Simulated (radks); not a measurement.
**Cl⁻ held by a Watson sphere**

An exercise on one series of results from a longer session: the logs are not shown, and one member is left open.

The numbers are computed with radks (a radial shooting solver on a logarithmic mesh, Libxc functionals) version 1 (non-relativistic Kohn-Sham, LDA (Slater exchange, Perdew-Wang correlation), spin-polarised, spherical densities, point nucleus), except any that are marked as measured or tabulated.

## The atom as given

- element: chlorine (Z = 17)
- charge: -1
- electrons: 18
- configuration: [Ar]

The outer shells:

Cl⁻
```
[Ne] core
3s [↑↓]
3p [↑↓][↑↓][↑↓]
```

The first run:

Settings of this run:

```text
Z 17
configuration [Ar]
relativity non-relativistic
functional lda,pw
spin polarised
nucleus point
watson charge 1 radius 2 bohr
response adiabatic LDA kernel
```

Steps of the session up to this table: R = 2 bohr; R = 2.65 bohr; R = 3.07 bohr; R = 3.32 bohr; R = 4.38 bohr; R = 4.54 bohr.

One of the session's tables, all rows but one given; the rest of the session is left out.

| R (bohr) | highest level (eV) | its <r> (bohr) | sum of <r²> (bohr²) | α (bohr³) |
| --- | --- | --- | --- | --- |
| 2 | -9.160 | 1.872 | 32.74 | 17.67 |
| 2.65 | -8.128 | 1.943 | 35.09 | 21.97 |
| 3.07 | -7.469 | 1.975 | 36.27 | 24.97 |
| 3.32 | ? | ? | ? | ? |
| 4.38 | -5.763 | 2.033 | 38.57 | 33.71 |
| 4.54 | -5.594 | 2.037 | 38.75 | 34.63 |

Q: Estimate the row for R (bohr) = 3.32 from the others.

Worked estimate for «highest level (eV)». A straight line through the neighbours (3.07, -7.469) and (4.38, -5.763) gives -7.469 + (-5.763 + 7.469) × (3.32 − 3.07) / (4.38 − 3.07) = -7.143; a parabola fitted to 4 rows on both sides gives -7.102.

**Answer.** highest level (eV): -7.100; its <r> (bohr): 1.991; sum of <r²> (bohr²): 36.85; α (bohr³): 26.75. In «highest level (eV)» the line misses by -0.043 and the parabola by -0.002.

What this shows: From R = 2 to 4.54 bohr the top level moves from -9.160 to -5.594 eV and its mean radius from 1.87 to 2.04 bohr. A wider sphere makes a shallower well, so the ion swells. Response by self-consistent Sternheimer equations with the Hartree and adiabatic LDA kernel.
